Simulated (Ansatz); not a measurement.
**C₂H₄BFO: a ladder of functionals and wavefunction methods**

One table from this session's results is given with a row withheld; the runs are named, their logs left out.

Program: Ansatz 0.2.0, Gaussian basis. Level of theory: functionals in def2-TZVPP, the program's frozen cores in correlated methods. These are calculated values, not measurements.

Plan: LDA (SPW92), PBE-D4, revPBE-D4, BLYP-D4, r2SCAN-D4, B97M-V, PBE0-D4, B3LYP-D4, r2SCANh-D4, r2SCAN0-D4, HSE06-D4, BHLYP-D4, CAM-B3LYP-D4, LC-ωPBE, ωB97X-V, ωB97M-V, B2PLYP, PBE-QIDH; CCSD(T)/def2-SVP; CCSD(T)/def2-TZVPP; MP2/def2-QZVPP; extrapolation to the limit; RPA on PBE.

## Structure used throughout

An earlier PBE0-D4 in a triple-zeta def2 set relaxation fixed the geometry.

SMILES `O/C=C/BF`, 9 atoms, charge 0, spin multiplicity 1.

Atoms are counted from 1 here; the program's logs count them from 0.

Bond lengths: O1–C2 1.333 Å, O1–H6 0.965 Å, C2–C3 1.343 Å, C2–H7 1.086 Å, C3–B4 1.517 Å, C3–H8 1.090 Å, B4–F5 1.332 Å, B4–H9 1.202 Å. Angles: C2–O1–H6 109.5°, O1–C2–C3 127.4°, O1–C2–H7 110.9°, C3–C2–H7 121.6°, C2–C3–B4 118.5°, C2–C3–H8 119.2°, B4–C3–H8 122.4°, C3–B4–F5 120.7°, C3–B4–H9 122.2°, F5–B4–H9 117.1°.

As a file:

```
O    -2.01575   -0.49529    0.64494
C    -0.79464   -0.54171    0.11127
C     0.13935    0.42350    0.12383
B     1.47032    0.15121   -0.55112
F     2.42825    1.07697   -0.56521
H    -2.15206    0.36325    1.06325
H    -0.61683   -1.50059   -0.36671
H    -0.08234    1.37046    0.61532
H     1.71230   -0.89420   -1.09257
```

Set-up of the first run:

File in.yaml:

```yaml
crystal:
  periodic: [false, false, false]
  atoms:
    - {symbol: O, position_ang: [-2.015748, -0.495289, 0.644945]}
    - {symbol: C, position_ang: [-0.794637, -0.541711, 0.111270]}
    - {symbol: C, position_ang: [0.139349, 0.423500, 0.123825]}
    - {symbol: B, position_ang: [1.470317, 0.151205, -0.551118]}
    - {symbol: F, position_ang: [2.428252, 1.076968, -0.565209]}
    - {symbol: H, position_ang: [-2.152065, 0.363251, 1.063253]}
    - {symbol: H, position_ang: [-0.616829, -1.500591, -0.366712]}
    - {symbol: H, position_ang: [-0.082342, 1.370462, 0.615316]}
    - {symbol: H, position_ang: [1.712303, -0.894196, -1.092569]}
basis:
  gaussian: {orbitals: def2-TZVPP}
hamiltonian: {xc: lda}
output: {orbitals: {seedname: orbitals}}
```

Run with:

```console
$ ansatz run in.yaml --threads 2 --pin off --events-out ev --progress --plain --max-ram 4352MiB
```

Among the steps run: LDA; PBE-D4 (GGA); revPBE-D4 (GGA); BLYP-D4 (GGA); r2SCAN-D4 (meta-GGA); B97M-V (meta-GGA); B3LYP-D4 (hybrid); r2SCANh-D4 (hybrid); r2SCAN0-D4 (hybrid); HSE06-D4 (hybrid); BHLYP-D4 (hybrid); CAM-B3LYP-D4 (range-separated); LC-ωPBE (range-separated); ωB97X-V (range-separated); ωB97M-V (range-separated); B2PLYP (double hybrid); PBE-QIDH (double hybrid).

One of the session's tables, all rows but one given; the rest of the session is left out.

It belongs to the step «Frontier levels by functional». 

```
  functional  HOMO (eV)  gap (eV)
 LDA (SPW92)      -6.68      4.41
      PBE-D4      -6.46      4.47
   revPBE-D4      -6.37      4.50
     BLYP-D4      -6.30      4.45
   r2SCAN-D4      -6.68      4.93
      B97M-V      -6.70      5.00
     PBE0-D4      -7.61      6.59
    B3LYP-D4      -7.39      6.13
  r2SCANh-D4      -7.12      5.72
  r2SCAN0-D4      -7.78      6.89
    HSE06-D4      -7.21      5.80
    BHLYP-D4      -8.63      8.67
CAM-B3LYP-D4          ?         ?
     LC-ωPBE     -10.23     11.47
     ωB97X-V      -9.87     11.07
     ωB97M-V      -9.79     10.84
```

Estimate the missing values for CAM-B3LYP-D4.

As computed: HOMO (eV): -8.91; gap (eV): 8.99. In the column «HOMO (eV)» it lies between ωB97M-V (-9.79) and BHLYP-D4 (-8.63).
